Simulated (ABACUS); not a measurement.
**WAu under changes of volume**

One of the cells (20.751 Å³/atom); the others are scaled copies at fixed shape and fractional positions:

```
W Au
1.0
     0.00000    2.74798    2.74798
     2.74798    0.00000    2.74798
     2.74798    2.74798    0.00000
W Au
1 1
Cartesian
  0.0000 0.0000 0.0000
  4.1220 4.1220 4.1220
```

The cell was built by a generator and needn't be a form met in nature.

* Program: ABACUS 3.10.1
* Functional: PBE
* Potentials or basis: PseudoDojo NC SR 0.4.1 PBE standard
* Cutoff: 1034 eV
* Density cutoff: 4136 eV
* Basis: plane waves
* k mesh: 8 × 8 × 8
* Occupations: fermi-dirac, width 0.05 eV
* Spin: no spin polarisation

| volume (Å³/atom) | energy over the lowest point (meV/atom) | pressure (GPa) |
| --- | --- | --- |
| 19.506 | 520.69 | 51.5 |
| 19.921 | 396.26 | 44.6 |
| 20.336 | 288.93 | 38.3 |
| 20.751 | 197.04 | 32.7 |
| 21.166 | ? | ? |
| 21.581 | 53.84 | 22.9 |
| 21.996 | 0.00 | 18.7 |

Problem. What does the run at 21.166 Å³/atom give?

Solution. Energy over the lowest point 119.12 meV/atom; pressure 27.5 GPa.

Worked out: A Birch-Murnaghan fit of order 3 (a polynomial in V^(-2/3)) to the other rows has no minimum within the range. It gives 119.12 meV/atom at 21.166 Å³/atom, against the run's 119.12, and -dE/dV = 27.6 GPa, against 27.5.

Energies are extrapolated to zero smearing.
